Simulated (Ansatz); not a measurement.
**C₃HBr (SMILES BrC1=C=C1): single points off equilibrium**

The atoms stand at a structure displaced at random from a GFN2-xTB minimum. How far do the functionals agree with CCSD(T) there?

The runs use Ansatz 0.2.0, Gaussian basis; single points in def2-TZVPP.

Correlated methods freeze the cores. Filled d shells of the heavier atoms are correlated.

### 1 The starting structure

5 atoms, charge 0, spin multiplicity 1.

Atoms are counted from 1 here; the program's logs count them from 0.

Bond lengths: Br1–C2 1.672 Å, C2–C3 1.444 Å, C2–C4 1.460 Å, C3–C4 1.484 Å, C4–H5 1.075 Å. Angles: Br1–C2–C3 158.2°, Br1–C2–C4 139.7°, C3–C2–C4 61.5°, C2–C3–C4 59.8°, C2–C4–C3 58.8°, C2–C4–H5 147.0°, C3–C4–H5 150.7°.

Coordinates:

```
Br   -1.9775    0.1726    0.8535
C    -0.5949    0.2244   -0.0851
C     0.2823    0.6291   -1.1590
C     0.8132   -0.1548   -0.0163
H     1.5495   -0.8146    0.4060
```

### 2 CCSD(T)/def2-TZVPP

File run/in.yaml:

```yaml
crystal:
  periodic: [false, false, false]
  atoms:
    - {symbol: Br, position_ang: [-1.977500, 0.172600, 0.853500]}
    - {symbol: C, position_ang: [-0.594900, 0.224400, -0.085100]}
    - {symbol: C, position_ang: [0.282300, 0.629100, -1.159000]}
    - {symbol: C, position_ang: [0.813200, -0.154800, -0.016300]}
    - {symbol: H, position_ang: [1.549500, -0.814600, 0.406000]}
basis:
  gaussian: {orbitals: def2-TZVPP}
correlation: {method: ccsd_t}
output: {forces: true}
```

No record of the launch command was kept for these runs.

### 3 PBE0-D4/def2-TZVPP

Edit run/in.yaml of step 2 so:

```diff
@@ -10,3 +10,3 @@
   gaussian: {orbitals: def2-TZVPP}
-correlation: {method: ccsd_t}
-output: {forces: true}
+hamiltonian: {xc: pbe0, dispersion: d4}
+output: {forces: true, orbitals: {seedname: orbitals}}
```

### 4 wB97M-V/def2-TZVPP

Edit run/in.yaml of step 3 so:

```diff
@@ -10,3 +10,3 @@
   gaussian: {orbitals: def2-TZVPP}
-hamiltonian: {xc: pbe0, dispersion: d4}
-output: {forces: true, orbitals: {seedname: orbitals}}
+hamiltonian: {xc: {name: wB97M-V}}
+output: {forces: true}
```

### 5 r2SCAN-D4/def2-TZVPP

Edit run/in.yaml of step 4 so:

```diff
@@ -10,3 +10,3 @@
   gaussian: {orbitals: def2-TZVPP}
-hamiltonian: {xc: {name: wB97M-V}}
+hamiltonian: {xc: r2scan, dispersion: d4}
 output: {forces: true}
```

### 6 PBE-D4/def2-TZVPP

Edit run/in.yaml of step 5 so:

```diff
@@ -10,3 +10,3 @@
   gaussian: {orbitals: def2-TZVPP}
-hamiltonian: {xc: r2scan, dispersion: d4}
+hamiltonian: {xc: pbe, dispersion: d4}
 output: {forces: true}
```

### 7 BHLYP-D4/def2-TZVPP

Edit run/in.yaml of step 6 so:

```diff
@@ -10,3 +10,3 @@
   gaussian: {orbitals: def2-TZVPP}
-hamiltonian: {xc: pbe, dispersion: d4}
+hamiltonian: {xc: {name: BHLYP}, dispersion: d4}
 output: {forces: true}
```

### 8 SPW92/def2-TZVPP

Edit run/in.yaml of step 7 so:

```diff
@@ -10,3 +10,3 @@
   gaussian: {orbitals: def2-TZVPP}
-hamiltonian: {xc: {name: BHLYP}, dispersion: d4}
+hamiltonian: {xc: lda}
 output: {forces: true}
```

(Steps that only read results are left out.)

Before running it: what results should come out? Wanted: energy less free atoms, CCSD(T)/def2-TZVPP; RMS force component; RMS force error; HOMO and LUMO, PBE0-D4; T1 diagnostic.

As calculated:

| quantity | value |
| --- | --- |
| energy less free atoms, CCSD(T)/def2-TZVPP | -1860.2 kJ/mol |
| RMS force component | 3.194 to 3.771 eV/Å over the methods |
| RMS force error | PBE0-D4 0.347, wB97M-V 0.378, r2SCAN-D4 0.213, PBE-D4 0.169, BHLYP-D4 0.662, SPW92 0.429 eV/Å |
| HOMO and LUMO, PBE0-D4 | -6.43 and -1.81 eV |
| T1 diagnostic | 0.011 |

In words: Against CCSD(T) the functionals' energies less atoms differ by -477.8 to +50.8 kJ/mol, PBE-D4 by -201.4 kJ/mol. CCSD(T) in triple zeta still lacks some correlation energy of the bonds, so part of these gaps is its own basis error and they don't rank the functionals. For forces PBE-D4 does best and BHLYP-D4 worst. Frozen-core CCSD(T) forces in triple zeta carry basis errors of their own, and this is one geometry, so small gaps rank nothing.
